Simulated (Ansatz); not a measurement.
# Ga4Sb3N: the cell at several levels of theory

Cell and atoms of Ga4Sb3N, ordered on the wurtzite lattice (Cm) with 8 atoms a cell are relaxed in turn with PBE and r2SCAN. This is a trial cell built on a prototype, not taken from a measured structure, and it needn't be the compound's ground state.

Code: Ansatz 0.2.0. PAW datasets, plane waves, zero pressure. Computed, not measured; no magnetism was allowed, and the structure may never have been made.

### 1 The system as given

This is the cell as the run starts from it, not yet at rest; its lengths are not the crystal's.

It is monoclinic, Cm (No. 8); a = 14.465 Å, b = 3.913 Å, c = 6.777 Å, β = 117.9° in the conventional setting, 21.18 Å³ an atom. N has 4 Ga at 2.40 Å; Sb has 4 Ga at 2.40 Å; Ga has 3 Sb at 2.40 Å and 1 N at 2.40 Å.

Coordinates:

```xyz
8
Lattice="7.2326 -1.9564 0.0000 7.2326 1.9564 0.0000 -3.1753 0.0000 5.9874" Properties=species:S:1:pos:R:3 pbc="T T T"
N    -2.1169    0.0000    3.9916
Sb   10.5843    0.0000    0.4989
Ga    0.0000    0.0000    5.1142
Ga   12.7012    0.0000    1.6216
Sb    6.7034    0.0000    0.9979
Sb    1.7641    0.0000    3.4926
Ga    8.8203    0.0000    2.1205
Ga    3.8809    0.0000    4.6153
```

### 2 Relaxing with PBE

input.yaml reads:

```yaml
crystal:
  lattice:
    - [7.2326352096, -1.95642787, 0.0]
    - [7.2326352096, 1.95642787, 0.0]
    - [-3.1752825073, 0.0, 5.9873951869]
  atoms:
    - { symbol: "N", position: [0.0, 0.0, 0.6666666667] }
    - { symbol: Sb, position: [0.75, 0.75, 0.0833333333] }
    - { symbol: Ga, position: [0.1875, 0.1875, 0.8541666667] }
    - { symbol: Ga, position: [0.9375, 0.9375, 0.2708333333] }
    - { symbol: Sb, position: [0.5, 0.5, 0.1666666667] }
    - { symbol: Sb, position: [0.25, 0.25, 0.5833333333] }
    - { symbol: Ga, position: [0.6875, 0.6875, 0.3541666667] }
    - { symbol: Ga, position: [0.4375, 0.4375, 0.7708333333] }
kpoints:
  mp_grid: { grid: [6, 6, 4] }
hamiltonian:
  xc: pbe
scf:
  occupations: { method: fermi_dirac, width: 0.02 }
relax:
  f_tol: 0.005
  cell: {}
output:
  write_density: true
  write_potential: true
  elf: true
  volumetric_format: npy
```

On the command line:

```bash
> ansatz run input.yaml --threads 4 --pin off --max-ram 6451MiB --backend cpu --events-out ev --progress --plain --runs-dir out
```

Further steps of the session: r2SCAN: cell and atoms.

**Question.** What will these runs give? Wanted: for each run, a; b; c; β; volume; space group; SCF geometries.

**Answer**, as computed:

```
 level   a (Å)  b (Å)  c (Å)    β (°)  volume (Å³/atom)  space group  SCF geometries
   PBE  15.083  4.134  6.971  115.247            24.572           Cm              15
r2SCAN  15.041  4.061  6.934  116.287            23.734           Cm               8
```

What this shows: From the start to the first minimum the volume moved by +16.0 %. r2SCAN gives the smallest cell and PBE the largest; they differ by 3.5 % in volume, a mean of 1.2 % in length.
